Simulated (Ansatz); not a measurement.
# CO2: the cost of one run

Program: Ansatz 0.2.0. Level of theory: DFT PBE+D3(BJ), plane waves, PAW, scalar-relativistic, no spin polarisation. These are calculated values, not measurements.

**1. Starting point**

The cell holds 30 atoms (C10O20): a = 8.707 Å, b = 8.707 Å, c = 8.707 Å, α = 90.00°, β = 90.00°, γ = 90.00°.

The coordinates stand in the first input below.

**2. Preparing the start**

Input file input.yaml:

```yaml
accuracy: low
crystal:
  lattice:
    - [8.706588, 0.0, 0.0]
    - [0.0, 8.706588, 0.0]
    - [0.0, 0.0, 8.706588]
  atoms:
    - { symbol: C, position: [0.9259296, 0.2273584, 0.0269397] }
    - { symbol: O, position: [0.9267823, 0.1833602, 0.1549629] }
    - { symbol: O, position: [0.9250769, 0.2713566, -0.1010835] }
    - { symbol: C, position: [0.1533076, 0.4805712, 0.5020483] }
    - { symbol: O, position: [0.1889334, 0.5681892, 0.5989007] }
    - { symbol: O, position: [0.1176818, 0.3929532, 0.4051959] }
    - { symbol: C, position: [0.6470039, 0.0630375, 0.8833827] }
    - { symbol: O, position: [0.6455739, 0.0620107, 1.0187467] }
    - { symbol: O, position: [0.648434, 0.0640642, 0.7480187] }
    - { symbol: C, position: [0.8794107, 0.0148965, 0.5668935] }
    - { symbol: O, position: [0.8744861, -0.1198988, 0.5553836] }
    - { symbol: O, position: [0.8843353, 0.1496918, 0.5784035] }
    - { symbol: C, position: [0.2587872, 0.9761554, 0.2638474] }
    - { symbol: O, position: [0.183035, 1.0794945, 0.3075412] }
    - { symbol: O, position: [0.3345394, 0.8728163, 0.2201537] }
    - { symbol: C, position: [0.4720991, 0.7593157, 0.8621417] }
    - { symbol: O, position: [0.5464342, 0.6468408, 0.8498861] }
    - { symbol: O, position: [0.3977641, 0.8717907, 0.8743973] }
    - { symbol: C, position: [0.6853843, 0.6229933, 0.3365151] }
    - { symbol: O, position: [0.784887, 0.5977628, 0.4247713] }
    - { symbol: O, position: [0.5858816, 0.6482238, 0.248259] }
    - { symbol: C, position: [0.2581358, 0.4461918, 0.0475903] }
    - { symbol: O, position: [0.2206001, 0.5754077, 0.0327299] }
    - { symbol: O, position: [0.2956716, 0.316976, 0.0624507] }
    - { symbol: C, position: [0.8750949, 0.8007342, 0.0089909] }
    - { symbol: O, position: [0.8248965, 0.8697185, 0.1140993] }
    - { symbol: O, position: [0.9252933, 0.7317498, -0.0961176] }
    - { symbol: C, position: [0.2513006, 0.0220323, 0.5889752] }
    - { symbol: O, position: [0.3144741, 0.1356268, 0.5511346] }
    - { symbol: O, position: [0.1881272, -0.0915622, 0.6268158] }
basis:
  ecutwfc: 420.0
kpoints:
  mp_grid: { grid: [1, 1, 1] }
hamiltonian:
  xc: pbe
  dispersion: d3bj
scf:
  occupations: { method: fermi_dirac, width: 0.02 }
  lower_state_search: "off"
relax:
  f_tol: 0.3
  max_steps: 15
  adjacent_minimum: "off"
```

Command:

```console
$ ansatz run input.yaml --threads 1 --pin off --max-ram 3072MiB --backend cpu --events-out ev --progress --plain --runs-dir out
```

What time and memory should one allow on 1 thread of Intel Xeon 6975P-C (Granite Rapids), shared host?

About 46 s, with a peak of 0.63 GiB.
